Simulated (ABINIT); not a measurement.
# Rh in ABINIT: relaxation of the atoms with PBE+D3

Aim: the relaxation of the atoms of Rh with PBE+D3.

Everything below comes from runs of ABINIT 10.8.3 (patched build). Logs are shortened: lines on timing, memory, paths and dates and some standing lists are left out, and cuts for length are marked. The log counts tension as positive stress, the text compression.

## 1. The structure

The cell holds a slab with vacuum, 6 atoms: a = 2.689 Å, b = 2.689 Å, c = 25.979 Å, α = 90.00°, β = 90.00°, γ = 120.00°.

The slab is cut from a database's or a generator's crystal, which needn't be the stable form of the element.

## 2. Relaxation of the atoms, PBE+D3

Contents of run.abi:

```
# Pseudopotentials
pp_dirpath "./"
pseudos "Rh.GGA_PBE-JTH.xml"

# Structure
acell 3*1.0
rprim
     5.0818473361     0.0000000000     0.0000000000
    -2.5409236680     4.4010088912     0.0000000000
     0.0000000000     0.0000000000    49.0924467428
ntypat 1
znucl 45
natom 6
typat 1 1 1 1 1 1
xred
     0.6666666667     0.3333333333     0.2886991151
     0.3333333333     0.6666666667     0.3732194691
     0.0000000000     0.0000000000     0.4577398230
     0.6666666667     0.3333333333     0.5422601770
     0.3333333333     0.6666666667     0.6267805309
     0.0000000000     0.0000000000     0.7113008849
chkprim 0
chksymtnons 0
tolsym 1.0e-6

# Plane-wave basis
ecut 435.382180 eV
pawecutdg 32.0
pawxcdev 0

# k points
kptopt 1
ngkpt 11 11 1
nshiftk 1
shiftk 0.0 0.0 0.0

# Exchange and correlation
ixc 11
vdw_xc 6

# Bands and occupations
nband 62
occopt 3
tsmear 0.05 eV

# SCF cycle
nstep 120
tolvrs 1.0e-9

# Output
iomode 3
prtwf 0
prtden 0
prteig 0
prtebands 0
enunit 2

# Relaxation
ionmov 22
ntime 60
tolmxf 0.0001
```

Potentials or basis: JTH PAW PBE v2.0.

Started as:

```console
$ mpirun --bind-to none -np 4 abinit run.abi > log 2>&1
```

run.abo:

```text
.Version 10.8.3 of ABINIT
 Symmetries : space group P-3 m 1 (#164); Bravais hP (primitive hexag.)
================================================================================
 Values of the parameters that define the memory need of the present run
     intxc =       0    ionmov =      22      iscf =      17    lmnmax =      18
     lnmax =       6     mgfft =     180  mpssoang =       3    mqgrid =   12502
     natom =       6  nloc_mem =       2    nspden =       1   nspinor =       1
    nsppol =       1      nsym =      12    n1xccc =       1    ntypat =       1
    occopt =       3   xclevel =       2
       mpw =        3406          nfft =       72000          nkpt =          16
Pmy_natom=         2
 PAW method is used; the additional fine FFT grid is defined by:
   mgfftf=       256    nfftf =    186624
================================================================================
================================================================================

--------------------------------------------------------------------------------
------------- Echo of variables that govern the present computation ------------
--------------------------------------------------------------------------------
 -outvars: echo values of preprocessed input variables --------
            acell      1.0000000000E+00  1.0000000000E+00  1.0000000000E+00 Bohr
              amu      1.02905500E+02
          chkprim           0
      chksymtnons           0
             ecut      1.60000000E+01 Hartree
           enunit           2
           ionmov          22
              ixc          11
         kptrlatt       11    0    0      0   11    0      0    0    1
          kptrlen      5.59003207E+01
            natom           6
            nband          62
            ngfft          20      20     180
          ngfftdg          27      27     256
             nkpt          16
            nstep         120
             nsym          12
            ntime          60
           ntypat           1
           occopt           3
        pawecutdg      3.20000000E+01 Hartree
         pawxcdev           0
           prtden           0
        prtebands           0
           prteig           0
            prtwf           0
            rprim      5.0818473361E+00  0.0000000000E+00  0.0000000000E+00
                      -2.5409236680E+00  4.4010088912E+00  0.0000000000E+00
                       0.0000000000E+00  0.0000000000E+00  4.9092446743E+01
          spgroup         164
           tolmxf      1.00000000E-04
           tolsym      1.00000000E-06
           tolvrs      1.00000000E-09
           tsmear      1.83746611E-03 Hartree
            typat      1  1  1  1  1  1
           useylm           1
           vdw_xc           6
[... 1112 lines left out ...]
   2.93965    3.29555    3.29555    3.34684    3.34684    3.45779    4.74204    4.74204
   4.74817    4.74817    4.76560    5.01845    5.01845    5.50655    5.50655    6.03614
   6.03614    6.29994    6.31154    6.31154    6.79622   10.66139
 prteigrs : prtvol=0 or 1, do not print more k-points.

--- !EnergyTerms
iteration_state     : {dtset: 1, itime: 7, icycle: 1, }
comment             : Components of total free energy in Hartree
kinetic             :  9.01121601905479E+01
hartree             :  3.09919879552732E+03
xc                  : -3.05857959816196E+01
Ewald energy        :  2.48454348773936E+03
psp_core            :  1.22731438630798E+01
local_psp           : -6.44786338023302E+03
PAW spherical_terms :  1.23864650871159E+02
VdWaals_dft_d       : -1.02679193176889E-01
internal            : -6.68559617216352E+02
'-kT*entropy'       : -2.94077072375775E-03
total_energy        : -6.68562557987076E+02
total_energy_eV     : -1.81925139949874E+04
...

--- !EnergyTermsDC
iteration_state     : {dtset: 1, itime: 7, icycle: 1, }
comment             : '"Double-counting" decomposition of free energy'
band_energy         : -8.05533479499867E+01
Ewald energy        :  2.48454348773936E+03
psp_core            :  1.22731438630798E+01
xc_dc               : -3.08986516178294E+03
PAW spherical_terms :  5.14490076180015E+00
VdWaals_dft_d       : -1.02679193176889E-01
internal            : -6.68559656561862E+02
'-kT*entropy'       : -2.94077072375775E-03
total_energy_dc     : -6.68562597332585E+02
total_energy_dc_eV  : -1.81925150656333E+04
...

--- !EnergyTermsWithPAWCore
iteration_state     : {dtset: 1, itime: 7, icycle: 1, }
comment             : 'Components of total free energy, including PAW core contributions'
Total energy        : -2.87063383352415E+04
Total energy DC     : -2.87063383745870E+04
Total energy (eV)   : -7.81139260148067E+05
Total energy DC (eV): -7.81139261218713E+05
...

 rms coord change=  7.3254E-04   atom, delta coord (reduced):
     1        0.000000000000      0.000000000000      0.002012153474
     2        0.000000000000      0.000000000000      0.000872433540
     3        0.000000000000      0.000000000000     -0.000140186000
     4        0.000000000000      0.000000000000      0.000140186000
     5        0.000000000000      0.000000000000     -0.000872433540
     6        0.000000000000      0.000000000000     -0.002012153474

 Cartesian components of stress tensor (hartree/bohr^3)
  sigma(1 1)=  1.00738713E-04  sigma(3 2)=  0.00000000E+00
  sigma(2 2)=  1.00738713E-04  sigma(3 1)=  0.00000000E+00
  sigma(3 3)=  1.27647938E-05  sigma(2 1)= -1.28136217E-13

-Cartesian components of stress tensor (GPa)         [Pressure= -2.1011E+00 GPa]
- sigma(1 1)=  2.96383526E+00  sigma(3 2)=  0.00000000E+00
- sigma(2 2)=  2.96383527E+00  sigma(3 1)=  0.00000000E+00
- sigma(3 3)=  3.75553200E-01  sigma(2 1)= -3.76989765E-09

== END DATASET(S) ==============================================================
================================================================================

 -outvars: echo values of variables after computation  --------
            acell      1.0000000000E+00  1.0000000000E+00  1.0000000000E+00 Bohr
           etotal     -6.6856259733E+02
            fcart     -5.7952955255E-29 -6.0545136377E-30 -4.1530001183E-07
                       2.1525383380E-29  2.0712809815E-29  5.5229934218E-06
                       1.4902188494E-29  5.4171964131E-30  2.6567602099E-05
                       2.8148578267E-29  5.4171964129E-30 -2.6567602099E-05
                       1.1590591051E-29  1.8800858140E-29 -5.5229934218E-06
                      -1.8213785937E-29 -4.4293547143E-29  4.1530001183E-07
            rprim      5.0818473361E+00  0.0000000000E+00  0.0000000000E+00
                      -2.5409236680E+00  4.4010088912E+00  0.0000000000E+00
                       0.0000000000E+00  0.0000000000E+00  4.9092446743E+01
           strten      1.0073871305E-04  1.0073871314E-04  1.2764793812E-05
                       0.0000000000E+00  0.0000000000E+00 -1.2813621667E-13
           xangst      1.3445988989E+00  7.7630453617E-01  7.5522729322E+00
                       8.4869135053E-11  1.5526090724E+00  9.7183854081E+00
                       6.7229969165E-11 -3.8815240795E-11  1.1887799772E+01
                       1.3445988989E+00  7.7630453617E-01  1.4090804254E+01
                       8.4869135053E-11  1.5526090724E+00  1.6260218618E+01
                       6.7229969165E-11 -3.8815240795E-11  1.8426331094E+01
             xred      6.6666666668E-01  3.3333333332E-01  2.9071126857E-01
                       3.3333333335E-01  6.6666666665E-01  3.7409190264E-01
                       1.6666672672E-11 -1.6666672672E-11  4.5759963700E-01
                       6.6666666668E-01  3.3333333332E-01  5.4240036300E-01
                       3.3333333335E-01  6.6666666665E-01  6.2590809736E-01
                       1.6666672672E-11 -1.6666672672E-11  7.0928873143E-01
 Calculation completed.
```

Run time: 13 min. Hardware: 4 MPI ranks of Arm Neoverse V2, shared host; peak memory 0.6 GiB.

Results:

```yaml
Free_energy: -18192.5151 eV
Energy_gained_by_relaxing: 2.2 meV/atom
Ionic_steps: 7
Band_gap_on_the_k_mesh: none (metal or under the smearing width)
Valence_electrons_inside_the_program's_atomic_spheres: Rh 14.83, 14.90, 14.89 (radii [1.1708] Å)
```

Step by step:
```
step  energy change (eV)  largest force (eV/Å)  pressure (GPa)
   1              0.0000                0.2510           -3.16
   2             -0.0022                0.2280           -3.16
   3             -0.0102                0.0814           -2.48
   4             -0.0115                0.0675           -2.38
   5             -0.0128                0.0656           -1.78
   6             -0.0132                0.0430           -1.87
   7             -0.0134                0.0014           -2.10
```

Final structure:
```cif
data_structure
_symmetry_space_group_name_H-M 'P 1'
_symmetry_Int_Tables_number 1
_cell_length_a 2.6892
_cell_length_b 2.6892
_cell_length_c 25.9786
_cell_angle_alpha 90.000
_cell_angle_beta 90.000
_cell_angle_gamma 120.000
_cell_volume 162.70
loop_
_atom_site_label
_atom_site_type_symbol
_atom_site_fract_x
_atom_site_fract_y
_atom_site_fract_z
_atom_site_occupancy
Rh1 Rh 0.66667 0.33333 0.29071 1
Rh2 Rh 0.33333 0.66667 0.37409 1
Rh3 Rh 0.00000 0.00000 0.45760 1
Rh4 Rh 0.66667 0.33333 0.54240 1
Rh5 Rh 0.33333 0.66667 0.62591 1
Rh6 Rh 0.00000 0.00000 0.70929 1
```
